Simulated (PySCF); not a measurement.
# C2H4AlCl2Ga: the cost of one run

Computed with PySCF 2.14.0, with density-fitted response routines of our own, on a single molecule in the gas phase. Atoms are numbered from 0 throughout.

## 1. Starting geometry

10 atoms, charge 0, multiplicity 1; geometry from: GFN2-xTB. The atoms were then displaced at random by about 0.01 Å, so the start is not that level's minimum.

Bonds of the start (Å): C0–C1 1.24, C1–Ga2 1.96, Ga2–Cl3 2.25, Cl3–Al4 2.20, Al4–Cl5 2.19, Cl5–Ga2 2.28, C0–H6 1.04, Ga2–H7 1.55, Al4–H8 1.53, Al4–H9 1.54.

## 2. Geometry optimisation at PBE0-D3(BJ)/def2-SVP

Job settings and geometry (Å):

```
{"job": {"xc": "PBE0", "basis": "def2-SVP", "d3": "d3bj", "grid": 1, "shake": 0.01, "kind": "geom"}, "charge": 0, "multiplicity": 1}
C      3.178150    -0.340200     0.014820
C      2.074980     0.219270    -0.089030
Ga     0.314920     1.067610    -0.259530
Cl    -0.894390    -0.001450    -1.826980
Al    -2.240660    -0.761880    -0.262850
Cl    -1.117140     0.262350     1.314370
H      4.110210    -0.783780     0.095110
H      0.174410     2.601330    -0.388560
H     -1.959230    -2.260320    -0.087770
H     -3.590820    -0.023850    -0.383480
```

Launch:

```bash
OMP_NUM_THREADS=1 python probes_run.py task.json out
```

One launch serves the whole session: the jobs run in the order shown.

**Question.** How long does this first job take on 1 thread of Arm Neoverse V1, shared host, and how much memory does it need?

About 2.2 min, with a peak of 0.58 GiB.
